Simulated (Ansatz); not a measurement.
# Pd16I: the cost of one run

All numbers below are computed with Ansatz 0.2.0 (DFT LDA, plane waves, PAW, scalar-relativistic, no spin polarisation).

### 1 Starting point

The cell holds 17 atoms (IPd16): a = 7.780 Å, b = 5.501 Å, c = 17.126 Å, α = 90.00°, β = 90.00°, γ = 90.00°.

Its coordinates follow in the input file.

### 2 End point A

Input file input.yaml:

```yaml
crystal:
  lattice:
    - [7.78, 0.0, 0.0]
    - [0.0, 5.501291, 0.0]
    - [0.0, 0.0, 17.125968]
  atoms:
    - { symbol: Pd, position: [0.25, 0.25, 0.0583909] }
    - { symbol: Pd, position: [0.75, 0.25, 0.0583909] }
    - { symbol: Pd, position: [0.25, 0.75, 0.0583909] }
    - { symbol: Pd, position: [0.75, 0.75, 0.0583909] }
    - { symbol: Pd, position: [0.0, 0.0, 0.1386971] }
    - { symbol: Pd, position: [0.5, 0.0, 0.1386971] }
    - { symbol: Pd, position: [0.0, 0.5, 0.1386971] }
    - { symbol: Pd, position: [0.5, 0.5, 0.1386971] }
    - { symbol: Pd, position: [0.25, 0.25, 0.2190034] }
    - { symbol: Pd, position: [0.75, 0.25, 0.2190034] }
    - { symbol: Pd, position: [0.25, 0.75, 0.2190034] }
    - { symbol: Pd, position: [0.75, 0.75, 0.2190034] }
    - { symbol: Pd, position: [0.0, 0.0, 0.2993097] }
    - { symbol: Pd, position: [0.5, 0.0, 0.2993097] }
    - { symbol: Pd, position: [0.0, 0.5, 0.2993097] }
    - { symbol: Pd, position: [0.5, 0.5, 0.2993097] }
    - { symbol: I, position: [0.1396813, 0.178557, 0.4423673] }
basis:
  ecutwfc: 420.0
kpoints:
  mp_grid: { grid: [2, 3, 1] }
hamiltonian:
  xc: lda
scf:
  occupations: { method: gaussian, width: 0.15 }
  lower_state_search: "off"
relax:
  f_tol: 0.03
  max_steps: 60
  adjacent_minimum: "off"
  constraints: [{ sites: [0, 1, 2, 3] }]
output:
  write_density: true
  write_potential: true
  elf: true
  volumetric_format: npy
```

On the command line:

```console
ansatz run input.yaml --threads 4 --pin off --max-ram 10240MiB --backend cpu --events-out ev --progress --plain --runs-dir out
```

What time and memory should one allow on 4 threads of AMD EPYC 7B13 (Zen 3), shared host?

About 2.9 min, with a peak of 2.7 GiB.
